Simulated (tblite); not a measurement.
# C5H8F2O: the cost of one run

Computed with tblite 0.8.0 and PySCF 2.14.0, with density-fitted response routines of our own, on a single molecule in the gas phase. Atoms count from 0, in the outputs and in this text.

### Step 1. The starting structure

16 atoms, charge 0, multiplicity 1; geometry from: force field or distance geometry start.

Bonds of the start (Å): C0–C1 1.35, C1–C2 1.49, C2–O3 1.39, O3–C4 1.42, C1–C5 1.50, C5–F6 1.39, C5–F7 1.38, C0–H8 1.09, C0–H9 1.08, C2–H10 1.09, C2–H11 1.12, C4–H12 1.12, C4–H13 1.13, C4–H14 1.09, C5–H15 1.10.

### Step 2. Geometry optimisation with GFN2-xTB

What the job is given:

```
{"job": {"kind": "relax", "xc": "GFN2-xTB", "basis": "xTB"}, "charge": 0, "multiplicity": 1}
C     -1.494000    -1.590300    -0.269600
C     -0.948800    -0.405800     0.075800
C      0.521000    -0.225300     0.218100
O      1.066700     0.743300    -0.619600
C      2.449400     0.748400    -0.318600
C     -1.861300     0.750100     0.354400
F     -3.164700     0.295400     0.158000
F     -1.671200     1.714700    -0.619500
H     -2.577400    -1.701100    -0.355300
H     -0.815600    -2.413800    -0.455300
H      0.829800    -0.026900     1.247600
H      0.966100    -1.209000    -0.085200
H      2.620700     1.008700     0.758400
H      2.996200     1.457400    -1.004000
H      2.848700    -0.246800    -0.488000
H     -1.773300     1.109900     1.391400
```

On the command line:

```sh
OMP_NUM_THREADS=1 python probes_run.py task.json out
```

One launch serves the whole session: the jobs run in the order shown.

Q: Estimate the wall time of this first job on 1 thread of Arm Neoverse N1, shared host.

About 1.6 s.
